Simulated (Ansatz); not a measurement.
# C₂H₆BCl₂N: basis-set convergence

How large a basis does C₂H₆BCl₂N need? Two functionals are run in growing sets.

Computed with Ansatz 0.2.0, Gaussian basis. Level: one geometry, several basis sets.

Levels to be run: PBE0-D4/def2-SVP; ωB97M-V/def2-SVP; PBE0-D4/def2-QZVPP; ωB97M-V/def2-QZVPP; the functionals' def2-TZVPP values are taken from earlier runs.

### 1 The relaxed structure

An earlier PBE0-D4 in a triple-zeta def2 set relaxation fixed the geometry.

SMILES `CN(C)B(Cl)Cl`, 12 atoms, charge 0, spin multiplicity 1.

Atoms are counted from 1 here; the program's logs count them from 0.

Bond lengths: C1–N2 1.447 Å, C1–H7 1.095 Å, C1–H8 1.095 Å, C1–H9 1.086 Å, N2–C3 1.447 Å, N2–B4 1.388 Å, C3–H10 1.095 Å, C3–H11 1.095 Å, C3–H12 1.086 Å, B4–Cl5 1.769 Å, B4–Cl6 1.769 Å. Angles: N2–C1–H7 110.2°, N2–C1–H8 110.2°, N2–C1–H9 110.8°, H7–C1–H8 107.9°, H7–C1–H9 108.8°, H8–C1–H9 108.8°, C1–N2–C3 112.4°, C1–N2–B4 123.8°, C3–N2–B4 123.8°, N2–C3–H10 110.2°, N2–C3–H11 110.2°, N2–C3–H12 110.8°, H10–C3–H11 107.9°, H10–C3–H12 108.8°, H11–C3–H12 108.8°, N2–B4–Cl5 121.7°, N2–B4–Cl6 121.7°, Cl5–B4–Cl6 116.5°.

As a file:

```xyz
12
C2H6BCl2N
C    -1.2713   -0.4472    0.2377
N     0.0251    0.1256   -0.0567
C     1.1135   -0.7545    0.3121
B     0.2043    1.3779   -0.6280
Cl    1.8153    2.0254   -0.9643
Cl   -1.1665    2.4096   -1.0576
H    -1.4007   -1.3897   -0.3047
H    -1.3568   -0.6603    1.3085
H    -2.0674    0.2344   -0.0489
H     1.0320   -1.7040   -0.2276
H     1.0774   -0.9725    1.3847
H     2.0722   -0.2998    0.0788
```

### 2 PBE0-D4 in def2-SVP

Contents of in.yaml:

```yaml
crystal:
  periodic: [false, false, false]
  atoms:
    - {symbol: C, position_ang: [-1.271289, -0.447161, 0.237655]}
    - {symbol: N, position_ang: [0.025052, 0.125611, -0.056696]}
    - {symbol: C, position_ang: [1.113455, -0.754504, 0.312063]}
    - {symbol: B, position_ang: [0.204279, 1.377925, -0.627995]}
    - {symbol: Cl, position_ang: [1.815343, 2.025360, -0.964329]}
    - {symbol: Cl, position_ang: [-1.166478, 2.409561, -1.057612]}
    - {symbol: H, position_ang: [-1.400747, -1.389748, -0.304735]}
    - {symbol: H, position_ang: [-1.356759, -0.660271, 1.308492]}
    - {symbol: H, position_ang: [-2.067387, 0.234445, -0.048851]}
    - {symbol: H, position_ang: [1.031951, -1.704006, -0.227574]}
    - {symbol: H, position_ang: [1.077360, -0.972546, 1.384714]}
    - {symbol: H, position_ang: [2.072221, -0.299765, 0.078766]}
basis:
  gaussian: {orbitals: def2-SVP}
hamiltonian: {xc: pbe0, dispersion: d4}
output: {orbitals: {seedname: orbitals}}
```

Started as:

```bash
$ ansatz run in.yaml --threads 4 --pin off --events-out ev --progress --plain --max-ram 11315MiB
```

After this run come: ωB97M-V in def2-SVP; PBE0-D4 in def2-QZVPP; ωB97M-V in def2-QZVPP.

Before running them: what should the planned runs give, taken together? Wanted: PBE0-D4: double and triple zeta above quadruple; ωB97M-V: double and triple zeta above quadruple.

The runs gave:

```
                                       quantity           value
PBE0-D4: double and triple zeta above quadruple  14.17, 0.98 eV
ωB97M-V: double and triple zeta above quadruple  14.25, 0.93 eV
```

In words: For PBE0-D4 the step from double to triple zeta gains 13.19 eV and the next only 0.98 eV. These are total energies; as a rule much of such shifts cancels in differences, which this series doesn't test. The LUMO of ωB97M-V is positive and keeps falling with the basis (2.64 to 1.56 eV): an unbound level that the basis holds in place.
